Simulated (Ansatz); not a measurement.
# CH5ClGeOS: a ladder of functionals and wavefunction methods

An exercise on one series of results from a longer session: the logs are not shown, and one member is left open.

Computed with Ansatz 0.2.0, Gaussian basis. Level: functionals in def2-TZVPP, the program's frozen cores in correlated methods.

The runs, in order: PBE-D4, r2SCAN-D4, PBE0-D4, B3LYP-D4, ωB97X-V, ωB97M-V, B2PLYP; CCSD(T)/def2-TZVPP; MP2/def2-QZVPP; extrapolation to the limit.

## The geometry

All runs share one geometry, relaxed beforehand with PBE0-D4 in a triple-zeta def2 set.

SMILES `C[O][GeH]([SH])[Cl]`, 10 atoms, charge 0, spin multiplicity 1.

Atoms are counted from 1 here; the program's logs count them from 0.

Bond lengths: C1–O2 1.414 Å, C1–H6 1.091 Å, C1–H7 1.095 Å, C1–H8 1.096 Å, O2–Ge3 1.758 Å, Ge3–S4 2.209 Å, Ge3–Cl5 2.148 Å, Ge3–H9 1.527 Å, S4–H10 1.345 Å. Angles: O2–C1–H6 107.4°, O2–C1–H7 111.4°, O2–C1–H8 111.8°, H6–C1–H7 108.7°, H6–C1–H8 108.8°, H7–C1–H8 108.7°, C1–O2–Ge3 120.4°, O2–Ge3–S4 111.9°, O2–Ge3–Cl5 109.3°, O2–Ge3–H9 105.6°, S4–Ge3–Cl5 104.0°, S4–Ge3–H9 115.6°, Cl5–Ge3–H9 110.5°, Ge3–S4–H10 92.6°.

Set-up of the first run:

in.yaml reads:

```yaml
crystal:
  periodic: [false, false, false]
  atoms:
    - {symbol: C, position_ang: [-0.691177, -1.416092, 0.155003]}
    - {symbol: O, position_ang: [-0.797636, -0.105543, 0.676004]}
    - {symbol: Ge, position_ang: [0.491639, 1.061407, 0.417190]}
    - {symbol: S, position_ang: [0.937730, 1.331543, -1.729010]}
    - {symbol: Cl, position_ang: [2.322149, 0.292040, 1.235366]}
    - {symbol: H, position_ang: [-1.642565, -1.918432, 0.337754]}
    - {symbol: H, position_ang: [0.105245, -1.979486, 0.652254]}
    - {symbol: H, position_ang: [-0.497444, -1.410143, -0.923326]}
    - {symbol: H, position_ang: [0.059935, 2.321289, 1.164288]}
    - {symbol: H, position_ang: [-0.287866, 1.823416, -1.985523]}
basis:
  gaussian: {orbitals: def2-TZVPP}
hamiltonian: {xc: pbe, dispersion: d4}
output: {forces: true, orbitals: {seedname: orbitals}}
```

Started as:

```console
$ ansatz run in.yaml --threads 2 --pin off --events-out ev --progress --plain --max-ram 22528MiB --backend cpu
```

Steps of the session up to this table: PBE-D4 (GGA); r2SCAN-D4 (meta-GGA); PBE0-D4 (hybrid); B3LYP-D4 (hybrid); ωB97X-V (range-separated); ωB97M-V (range-separated); B2PLYP (double hybrid); CCSD(T) in def2-TZVPP; MP2 in def2-QZVPP.

One table of the session follows, with a row left open; its other results are not shown here.

| method | atomisation energy (kJ/mol) |
| --- | --- |
| PBE-D4 | 3386.8 |
| r2SCAN-D4 | 3351.5 |
| PBE0-D4 | 3325.5 |
| B3LYP-D4 | 3308.1 |
| ωB97X-V | 3355.4 |
| ωB97M-V | 3339.9 |
| B2PLYP | 3280.4 |
| HF/def2-TZVPP | 2359.1 |
| MP2/def2-TZVPP | 3317.1 |
| CCSD/def2-TZVPP | 3199.0 |
| CCSD(T)/def2-TZVPP | 3258.3 |
| MP2/CBS | ? |
| CCSD(T)/CBS | 3344.8 |

Estimate the missing values for MP2/CBS.

The run gave: atomisation energy (kJ/mol): 3403.7. In the column «atomisation energy (kJ/mol)» it is the highest.
